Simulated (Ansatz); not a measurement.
# Mo: the cost of one run

Method: DFT PBEsol, scalar-relativistic, plane waves, PAW, in Ansatz 0.2.0.

The COD entry's cell or inner coordinates are ideal or old and differ from later refinements, so a difference from it is no clean test against experiment.

### 1 The structure to begin with

Symmetry: Im-3m, No. 229, cubic system. Conventional cell: a = 3.142 Å, b = 3.142 Å, c = 3.142 Å, α = 90.00°, β = 90.00°, γ = 90.00°. Mo (site symmetry m-3m) is surrounded by 8 Mo at 2.72 Å.

As a file:

```
CELL_PARAMETERS angstrom
0.00000 -3.14200 0.00000
-3.14200 0.00000 0.00000
0.00000 0.00000 -3.14200
ATOMIC_POSITIONS crystal
Mo 0.50000 0.50000 0.50000
Mo 0.00000 0.00000 0.00000
```

The cell is taken as given, not relaxed at this level.

### 2 Zero of the scan

The input, input.yaml:

```yaml
crystal:
  lattice:
    - [0.0, -3.142, 0.0]
    - [-3.142, 0.0, 0.0]
    - [0.0, 0.0, -3.142]
  atoms:
    - { symbol: Mo, position: [0.5, 0.5, 0.5] }
    - { symbol: Mo, position: [0.0, 0.0, 0.0] }
basis:
  ecutwfc: 420
kpoints:
  mp_grid: { grid: [16, 16, 16] }
hamiltonian:
  xc: pbesol
scf:
  occupations: { method: gaussian, width: 0.15 }
output:
  forces: true
  stress: true
  eigenvalues: true
```

Run with:

```bash
$ ansatz run input.yaml --threads 2 --pin off --max-ram 5120MiB --backend cpu --events-out ev --progress --plain --runs-dir out
```

What time and memory should one allow on 2 threads of Arm Neoverse V2, shared host?

About 1.8 s, with a peak of 0.35 GiB.
